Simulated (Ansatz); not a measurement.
# Cs4Ti: the cost of one run

Method: DFT PBE, scalar-relativistic, plane waves, PAW, in Ansatz 0.2.0.

1 further run of the same task is left out (it didn't finish).

## Step 1: Starting point

It takes space group P-43m (No. 215, cubic). The conventional cell has a = 6.247 Å, b = 6.247 Å, c = 6.247 Å, α = 90.00°, β = 90.00°, γ = 90.00°. Cs (site symmetry 3m) has 1 Ti at 2.71 Å as nearest neighbours. Ti (site symmetry -43m) has 4 Cs at 2.71 Å as nearest neighbours.

As a file:

```cif
data_structure
_symmetry_space_group_name_H-M 'P-43m'
_symmetry_Int_Tables_number 215
_cell_length_a 6.2470
_cell_length_b 6.2470
_cell_length_c 6.2470
_cell_angle_alpha 90.000
_cell_angle_beta 90.000
_cell_angle_gamma 90.000
_cell_volume 243.79
loop_
_atom_site_label
_atom_site_type_symbol
_atom_site_symmetry_multiplicity
_atom_site_Wyckoff_symbol
_atom_site_fract_x
_atom_site_fract_y
_atom_site_fract_z
_atom_site_occupancy
Cs1 Cs 4 e 0.25000 0.25000 0.25000 1
Ti1 Ti 1 a 0.00000 0.00000 0.00000 1
```

Recipe of the guess: species swapped into a database cell of SnI4 (P-43m, No. 215), with Ti on the Sn sites and Cs on the I sites. Lengths come from tabulated atomic sizes and are only a guess.

## Step 2: A first look at the guess

Contents of input.yaml:

```yaml
crystal:
  lattice:
    - [6.24700649, 0.0, 0.0]
    - [0.0, 6.24700649, 0.0]
    - [0.0, 0.0, 6.24700649]
  atoms:
    - { symbol: Cs, position: [0.25, 0.25, 0.25] }
    - { symbol: Cs, position: [0.75, 0.75, 0.25] }
    - { symbol: Cs, position: [0.25, 0.75, 0.75] }
    - { symbol: Cs, position: [0.75, 0.25, 0.75] }
    - { symbol: Ti, position: [0.0, 0.0, 0.0] }
basis:
  ecutwfc: 420
kpoints:
  mp_grid: { grid: [4, 4, 4] }
hamiltonian:
  xc: pbe
scf:
  occupations: { method: gaussian, width: 0.1 }
  lower_state_search: "off"
output:
  forces: true
  stress: true
  eigenvalues: true
```

Launch:

```sh
ansatz run input.yaml --threads 1 --pin off --max-ram 2560MiB --backend cpu --events-out ev --progress --plain --runs-dir out
```

Q: Estimate wall time and peak memory on 1 thread of Arm Neoverse V2, shared host.

About 5.8 s, with a peak of 0.4 GiB.
